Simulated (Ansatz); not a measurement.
# Cl2FHOZr: up Jacob's ladder to CCSD(T)

One table from this session's results is given with a row withheld; the runs are named, their logs left out.

Program: Ansatz 0.2.0, Gaussian basis. Level of theory: functionals in def2-TZVPP, the program's frozen cores in correlated methods. These are calculated values, not measurements.

The runs, in order: LDA (SPW92), PBE-D4, revPBE-D4, BLYP-D4, r2SCAN-D4, B97M-V, PBE0-D4, B3LYP-D4, r2SCANh-D4, r2SCAN0-D4, HSE06-D4, BHLYP-D4, CAM-B3LYP-D4, LC-ωPBE, ωB97X-V, ωB97M-V, B2PLYP, PBE-QIDH; CCSD(T)/def2-SVP; CCSD(T)/def2-TZVPP; MP2/def2-QZVPP; extrapolation to the limit; RPA on PBE.

## Structure used throughout

All runs share one geometry, relaxed beforehand with PBE0-D4 in a triple-zeta def2 set. Zr takes the def2 core potential; no spin-orbit term is included.

SMILES `[OH][Zr]([F])([Cl])[Cl]`, 6 atoms, charge 0, spin multiplicity 1.

Atoms are counted from 1 here; the program's logs count them from 0.

Bond lengths: O1–Zr2 1.884 Å, O1–H6 0.954 Å, Zr2–F3 1.891 Å, Zr2–Cl4 2.344 Å, Zr2–Cl5 2.344 Å. Angles: Zr2–O1–H6 178.1°, O1–Zr2–F3 108.8°, O1–Zr2–Cl4 109.6°, O1–Zr2–Cl5 109.6°, F3–Zr2–Cl4 109.3°, F3–Zr2–Cl5 109.3°, Cl4–Zr2–Cl5 110.2°.

The first run:

The input, in.yaml:

```yaml
crystal:
  periodic: [false, false, false]
  atoms:
    - {symbol: O, position_ang: [-0.977794, 1.039216, -0.265775]}
    - {symbol: Zr, position_ang: [0.263916, -0.354503, -0.008607]}
    - {symbol: F, position_ang: [0.099214, -1.589584, -1.430944]}
    - {symbol: Cl, position_ang: [-0.184914, -1.441394, 2.019376]}
    - {symbol: Cl, position_ang: [2.437322, 0.523852, 0.009076]}
    - {symbol: H, position_ang: [-1.595644, 1.758413, -0.369227]}
basis:
  gaussian: {orbitals: def2-TZVPP}
hamiltonian: {xc: lda}
output: {orbitals: {seedname: orbitals}}
```

Run with:

```sh
> ansatz run in.yaml --threads 4 --pin off --events-out ev --progress --plain --max-ram 10444MiB
```

Steps of the session up to this table: LDA; PBE-D4 (GGA); revPBE-D4 (GGA); BLYP-D4 (GGA); r2SCAN-D4 (meta-GGA); B97M-V (meta-GGA); PBE0-D4 (hybrid); B3LYP-D4 (hybrid); r2SCANh-D4 (hybrid); r2SCAN0-D4 (hybrid); HSE06-D4 (hybrid); BHLYP-D4 (hybrid); CAM-B3LYP-D4 (range-separated); LC-ωPBE (range-separated); ωB97X-V (range-separated); ωB97M-V (range-separated); B2PLYP (double hybrid); PBE-QIDH (double hybrid).

One of the session's tables, all rows but one given; the rest of the session is left out.

It belongs to the step «Orbital energies across the functionals». 

| functional | HOMO (eV) | LUMO (eV) | gap (eV) |
| --- | --- | --- | --- |
| LDA (SPW92) | -8.10 | -2.74 | 5.37 |
| PBE-D4 | -7.93 | -2.49 | 5.44 |
| revPBE-D4 | -7.87 | -2.40 | 5.47 |
| BLYP-D4 | -7.77 | -2.37 | 5.40 |
| r2SCAN-D4 | -8.32 | -2.35 | 5.97 |
| B97M-V | -8.38 | -2.29 | 6.10 |
| PBE0-D4 | -9.35 | -1.69 | 7.66 |
| B3LYP-D4 | -9.06 | -1.90 | 7.16 |
| r2SCANh-D4 | -8.84 | -2.05 | 6.79 |
| r2SCAN0-D4 | ? | ? | ? |
| HSE06-D4 | -8.95 | -2.07 | 6.88 |
| BHLYP-D4 | -10.61 | -0.72 | 9.90 |
| CAM-B3LYP-D4 | -10.70 | -0.58 | 10.11 |
| LC-ωPBE | -12.12 | 0.59 | 12.71 |
| ωB97X-V | -11.74 | 0.50 | 12.24 |
| ωB97M-V | -11.58 | 0.39 | 11.97 |

**Question.** Estimate the row for r2SCAN0-D4.

Worked estimate for «HOMO (eV)». Against the share of exact exchange, r2SCAN-D4 (0, -8.32), r2SCANh-D4 (0.1, -8.84) give a slope of -5.20 per unit share; at 0.25 the line stands at -9.62.

The run gave: HOMO (eV): -9.61; LUMO (eV): -1.59; gap (eV): 8.02. In «HOMO (eV)» the line misses by -0.01.
